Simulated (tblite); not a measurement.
# C2H9ClOSi2: the cost of one run

Programs: tblite 0.8.0 and PySCF 2.14.0, with density-fitted response routines of our own. Each step states its level of theory. These are calculated values for one molecule in the gas phase, unless marked as measured. Atoms count from 0, in the outputs and in this text.

### 1 The molecule as given

15 atoms, charge 0, multiplicity 1; geometry from: force field or distance geometry start.

Bonds of the start (Å): C0–O1 1.44, O1–C2 1.43, C2–Si3 1.89, Si3–Si4 2.30, Si4–Cl5 2.04, C0–H6 1.09, C0–H7 1.10, C0–H8 1.09, C2–H9 1.10, C2–H10 1.09, Si3–H11 1.48, Si3–H12 1.49, Si4–H13 1.49, Si4–H14 1.49.

### 2 Optimising the geometry with GFN2-xTB

Job settings and geometry (Å):

```
{"job": {"kind": "relax", "xc": "GFN2-xTB", "basis": "xTB"}, "charge": 0, "multiplicity": 1}
C      2.507800     0.358500     0.778600
O      1.252900     0.602100     0.114900
C      0.607000    -0.630700    -0.223000
Si    -1.049300    -0.432300    -1.107100
Si    -2.478100     0.657100     0.328300
Cl    -2.722500    -0.396900     2.062100
H      3.179600    -0.187400     0.119600
H      2.347200    -0.186300     1.714900
H      2.955900     1.324500     1.019600
H      0.442700    -1.217700     0.690300
H      1.260000    -1.200900    -0.885600
H     -0.890000     0.296100    -2.383000
H     -1.588500    -1.787900    -1.432900
H     -3.827900     0.784400    -0.285100
H     -2.001200     2.025200     0.696800
```

Launch:

```console
$ OMP_NUM_THREADS=1 python probes_run.py task.json out
```

The driver reads the jobs from task.json and runs them one after another.

**Question.** How long does this first job take on 1 thread of Arm Neoverse N1, shared host, and how much memory does it need?

About 1.5 s, with a peak of 0.18 GiB.
